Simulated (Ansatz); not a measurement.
# K4Sn: the cost of one run

Method: DFT PBE, scalar-relativistic, plane waves, PAW, unless a step names another level, in Ansatz 0.2.0.

1 further run of the same task is left out (set aside as unsound or not needed). Runs told in other sessions of the task aren't counted.

### 1 The structure to begin with

It takes space group Im-3m (No. 229, cubic). The conventional cell has a = 8.471 Å, b = 8.471 Å, c = 8.471 Å, α = 90.00°, β = 90.00°, γ = 90.00°. K (site symmetry -3m) has 2 Sn at 3.67 Å in its first shell of neighbours. Around Sn (site symmetry m-3m) lie 8 K at 3.67 Å.

Structure file:

```
K Sn
1.0
    -4.23539    4.23539    4.23539
     4.23539   -4.23539    4.23539
     4.23539    4.23539   -4.23539
K Sn
4 1
Direct
  0.50000 0.50000 0.50000
  0.50000 0.00000 0.00000
  0.00000 0.00000 0.50000
  0.00000 0.50000 0.00000
  0.00000 0.00000 0.00000
```

The cell was relaxed beforehand at this level, from a generated guess; it needn't be the stable form of this composition. At a tolerance of 0.05 Å it has space group Im-3m (No. 229); it has 60.78 Å³/atom, an uncorrected energy of -0.04 eV/atom over the elements.

### 2 Bands, states and charges

Input file input.yaml:

```yaml
crystal:
  lattice:
    - [-4.2353906192, 4.2353906192, 4.2353906192]
    - [4.2353906192, -4.2353906192, 4.2353906192]
    - [4.2353906192, 4.2353906192, -4.2353906192]
  atoms:
    - { symbol: K, position: [0.5, 0.5, 0.5] }
    - { symbol: K, position: [0.5, 0.0, 0.0] }
    - { symbol: K, position: [0.0, 0.0, 0.5] }
    - { symbol: K, position: [0.0, 0.5, 0.0] }
    - { symbol: Sn, position: [0.0, 0.0, 0.0] }
basis:
  ecutwfc: 420
kpoints:
  mp_grid: { grid: [6, 6, 6] }
  band_path:
    path:
      - [[0.0, 0.0, 0.0], [0.5, -0.5, 0.5], [0.0, 0.0, 0.5], [0.0, 0.0, 0.0], [0.25, 0.25, 0.25], [0.5, -0.5, 0.5]]
      - [[0.25, 0.25, 0.25], [0.0, 0.0, 0.5]]
    npoints: 14
hamiltonian:
  xc: pbe
scf:
  occupations: { method: gaussian, width: 0.1 }
  n_extra_bands: 12
output:
  forces: true
  stress: true
  eigenvalues: true
  populations: true
  dos: { projected: true, de: 0.02, nscf_kmesh: { grid: [8, 8, 8] } }
  bader: true
  write_density: true
  write_potential: true
  elf: true
  volumetric_format: npy
```

On the command line:

```sh
> ansatz run input.yaml --threads 1 --pin off --max-ram 2560MiB --backend cpu --events-out ev --progress --plain --runs-dir out
```

**Question.** How long does this run take on 1 thread of Intel Xeon at 2.70GHz, shared host, and how much memory does it need?

About 90 s, with a peak of 0.8 GiB.
